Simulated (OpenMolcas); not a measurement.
# Au⁴⁺ among point charges: CASSCF and CASPT2 levels and susceptibility

Aim: the splitting of the states of Au⁴⁺ in the field of 6 point charges, its lowest levels with spin-orbit coupling and its magnetic susceptibility.

Program: OpenMolcas 26.06. Level of theory: state-averaged CASSCF and CASPT2, spin-orbit coupling by RASSI with atomic mean-field integrals. These are calculated values, not measurements, unless marked.

## Step 1: What is computed

| Quantity | Value |
| --- | --- |
| Species | Au⁴⁺ (gold, Z = 79, 75 electrons) |
| Basis | ANO-RCC-VDZP [7s6p4d2f], 59 functions |
| Scalar Hamiltonian | DKH2, point nucleus |
| Inactive shells | 1s 2s 2p 3s 3p 3d 4s 4p 4d 4f 5s 5p |
| Active space | 7 electrons in 5 orbitals (5d) |
| Some configurations of this space | 5d⁷ |
| Orbitals | optimised for each spin and parity, averaged over all roots |

The outer shells:

5d7
```
5d [↑↓][↑↓][↑ ][↑ ][↑ ]
```

The ion sits among 6 point charges of -1.7 e arranged as a trigonal antiprism (D3d), 1.91 Å from the ion, with a polar angle of 53.1° against the regular 54.74°.

The work runs as a chain of OpenMolcas steps in one folder; each step below is one input file. Labels, J, g values, rates, χT and fits are worked out afterwards by a script from the matrices that RASSI stores. The input lists half of the charges; inversion (Group=XYZ) makes the rest.

## Step 2: GATEWAY and SEWARD: basis and integrals

File a.inp:

```
&GATEWAY
Coord
1

Au 0.0 0.0 0.0
Basis=ANO-RCC-VDZP
Group=XYZ
NoMove
AngMom=0.0 0.0 0.0
AMFI
XField
3 Angstrom 0
0.000000 1.527268 1.146975 -1.700000
1.322653 -0.763634 1.146975 -1.700000
1.322653 0.763634 -1.146975 -1.700000
&SEWARD
```

## Step 3: Reference wave functions, quartets of even parity, 10 roots

File a.inp:

```
&RASSCF
FileOrb=start.orb
Symmetry=1
Spin=4
nActEl=7 0 0
Inactive=15 19
Ras2=5 0
CIRoot=10 10 1
SDav=10
CIMx=300
Iter=120 100
PrWF=0.3
OrbListing=Nothing
MaxOrb=0
>>> COPY $Project.JobIph JOB001
```

start.orb holds the contracted functions of the basis, ordered by shell, or the orbitals of the step before.

## Step 4: Reference wave functions, doublets of even parity, 40 roots

File a.inp:

```
&RASSCF
FileOrb=start.orb
Symmetry=1
Spin=2
nActEl=7 0 0
Inactive=15 19
Ras2=5 0
CIRoot=40 40 1
SDav=40
CIMx=300
Iter=120 100
PrWF=0.3
OrbListing=Nothing
MaxOrb=0
>>> COPY $Project.JobIph JOB002
```

## Step 5: RASSI: spin-orbit coupling between the states

File a.inp:

```
&RASSI
NrOfJobIphs=2 10 40
1 2 3 4 5 6 7 8 9 10
1 2 3 4 5 6 7 8 9 10 11 12 13 14 15 16 17 18 19 20 21 22 23 24 25 26 27
28 29 30 31 32 33 34 35 36 37 38 39 40
IphNames
JOB001
JOB002
EJob
SpinOrbit
DIPRint=1.0
SOCoupling=1000.0
Subsets=2
Property=9
'ANGMOM' 1 'ANGMOM' 2 'ANGMOM' 3 'MLTPL  1' 1 'MLTPL  1' 2 'MLTPL  1' 3
'AMFI' 1 'AMFI' 2 'AMFI' 3
SOProperty=3
'ANGMOM' 1 'ANGMOM' 2 'ANGMOM' 3
```

## Step 6: CASPT2: IPEA 0.25, imaginary shift 0.1 (closed shells correlated: 5s 5p)

File a.inp:

```
>>> COPY JOB001 $Project.JobIph
&CASPT2
Multistate=10 1 2 3 4 5 6 7 8 9 10
NoMult
Frozen=14 16
IPEA=0.25
Imaginary=0.1
MaxIter=60
WThr=0.0 0.3 0.05
PrWF=0.5
NoMix
>>> COPY JOB002 $Project.JobIph
&CASPT2
Multistate=40 1 2 3 4 5 6 7 8 9 10 11 12 13 14 15 16 17 18 19 20 21 22
23 24 25 26 27 28 29 30 31 32 33 34 35 36 37 38 39 40
NoMult
Frozen=14 16
IPEA=0.25
Imaginary=0.1
MaxIter=60
WThr=0.0 0.3 0.05
PrWF=0.5
NoMix
```

(Steps that only read results are left out.)

What does the calculation give? Wanted: spin-free ground state; first state of the same spin within the active space; lowest level; next level.

**Answer**, as computed:

| quantity | value |
| --- | --- |
| method | SS-CASPT2, IPEA 0.25, imaginary shift 0.1 (closed shells correlated: 5s 5p) |
| spin-free ground state | 4A2, 1-fold in its orbital part |
| first state of the same spin within the active space | 4E at 377 cm⁻¹ |
| lowest level | 2-fold E1/2, g = 4.35, 4.35, 5.71 |
| next level | 839.8 cm⁻¹ |
| χT at 300 K | 3.32 cm³ K/mol |
| effective moment at 300 K | 5.15 μB |

Cost by method:

```csv
method,time of its own steps,time with the reference
A. CASSCF,20 s,20 s
"B. SS-CASPT2, IPEA 0.25, imaginary shift 0.1, +5s 5p",4.3 s,24 s
```

Times are of one thread on a shared host.

The spin-free ground state (4A2) comes to 95 % from free-ion F terms and keeps the highest spin of the shell. χT at 300 K is 3.32, against 1.88 cm³ K/mol for the spin alone, so orbital moment adds to it. An active space of the d shell alone favours high spin; real ions in strong fields can be low spin. CASPT2 does not keep the components of a term degenerate, and the means are used. The field of point charges can differ much from that of real complexes. With metal d orbitals alone active, the gaps between spin states are rough; where two lie within a few thousand cm-1, their order is open. This is an electrostatic model: the charges have no orbitals.
